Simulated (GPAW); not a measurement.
Here is a GPAW 26.7.0 calculation.

File run.py:

```python
from ase import Atoms
from ase.eos import EquationOfState
from ase.io import Trajectory
from ase.units import GPa
from gpaw import GPAW, PW

atoms = Atoms(['Ta', 'N'],
              cell=[[0.0, 2.17900131, 2.17900131],
                    [2.17900131, 0.0, 2.17900131],
                    [2.17900131, 2.17900131, 0.0]],
              scaled_positions=[[0.5, 0.5, 0.5],
                                [0.0, 0.0, 0.0]],
              pbc=True)

traj = Trajectory('eos.traj', 'w')
volumes, energies = [], []
for x in [0.94, 0.96, 0.98, 1.0, 1.02, 1.04, 1.06]:
    a = atoms.copy()
    a.set_cell(atoms.cell * x**(1 / 3), scale_atoms=True)
    calc = GPAW(mode=PW(800),
                xc='PBE',
                kpts={'size': (10, 10, 10), 'gamma': True},
                occupations={'name': 'fermi-dirac', 'width': 0.05},
                setups={'Ta': '5'},
                nbands=-10,
                convergence={'density': 1e-05, 'energy': 1e-05},
                maxiter=150,
                txt=f'eos-{x:.2f}.txt')
    a.calc = calc
    energies.append(a.get_potential_energy(force_consistent=True))
    volumes.append(a.get_volume())
    p = -a.get_stress()[:3].mean() / GPa
    calc.write(f'eos-{x:.2f}.gpw')
    traj.write(a)
    print(f'{x:.2f} {volumes[-1]:10.4f} A^3 {energies[-1]:14.6f} eV {p:9.3f} GPa', flush=True)

v0, e0, B = EquationOfState(volumes, energies, eos='birchmurnaghan').fit()
print(f'V0 = {v0:.4f} A^3, E0 = {e0:.6f} eV, B0 = {B / GPa:.2f} GPa')
```

Potentials or basis: GPAW PAW data sets (gpaw-data 1.2.1), other valence, pw.

The run is started by

```bash
$ OMP_NUM_THREADS=1 python run.py
```

Question: Predict the equilibrium volume.

Answer: 11.05 Å³/atom (rough: see the caveat).

Question: What does it give for the bulk modulus?

Answer: 335 GPa (rough).

Energy against volume, from the lowest point:
```tsv
volume (Å³/atom)	energy (meV/atom)
9.725	210.11
9.932	143.78
10.139	91.69
10.346	52.49
10.553	24.96
10.760	7.82
10.967	0.00
```

Caveat: the minimum lies outside the volumes run. Spin-orbit coupling is left out, which matters for the levels of Ta.
